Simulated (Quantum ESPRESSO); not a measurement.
Crystal: TaF3.

```
CELL_PARAMETERS angstrom
3.90120 0.00000 0.00000
0.00000 3.90120 0.00000
0.00000 0.00000 3.90120
ATOMIC_POSITIONS crystal
Ta 0.00000 0.00000 0.00000
F 0.00000 0.00000 0.50000
F 0.50000 0.00000 0.00000
F 0.00000 0.50000 0.00000
```

| Property | Result |
| --- | --- |
| Program | Quantum ESPRESSO 7.5 |
| Task | relaxation of cell and atoms |
| Functional | PBEsol |
| Dispersion | rVV10 |
| Potentials or basis | GBRV 1.5 PBEsol |
| Cutoff | 762 eV |
| Density cutoff | 6095 eV |
| k mesh | 7 × 7 × 7 |
| Occupations | fermi-dirac, width 0.05 eV |
| Spin | no spin polarisation |

At the start: pressure 17.8 GPa; volume 14.84 Å³/atom.

How do energy, volume and symmetry change on relaxing?

Over 5 steps the energy falls by 89.8 meV/atom and the volume is 16.64 Å³/atom (+12.1 %); space group Pm-3m (No. 221, to 0.05 Å).

Step by step:
| step | energy change (eV) | largest force (eV/Å) | pressure (GPa) | volume (Å³) |
| --- | --- | --- | --- | --- |
| 1 | 0.0000 | 0.0000 | 17.83 | 59.37 |
| 2 | -0.1067 | 0.0000 | 14.42 | 60.43 |
| 3 | -0.3539 | 0.0000 | 1.75 | 65.63 |
| 4 | -0.3589 | 0.0000 | 0.19 | 66.45 |
| 5 | -0.3590 | 0.0000 | 0.00 | 66.56 |

Final structure:
```yaml
crystal:
  lattice:
    - [4.05263, 0.00000, 0.00000]
    - [0.00000, 4.05263, 0.00000]
    - [0.00000, 0.00000, 4.05263]
  atoms:
    - { symbol: Ta, position: [0.00000, 0.00000, 0.00000] }
    - { symbol: F, position: [0.00000, 0.00000, 0.50000] }
    - { symbol: F, position: [0.50000, 0.00000, 0.00000] }
    - { symbol: F, position: [0.00000, 0.50000, 0.00000] }
```

Caveat: rVV10's parameter b was fitted to another functional.
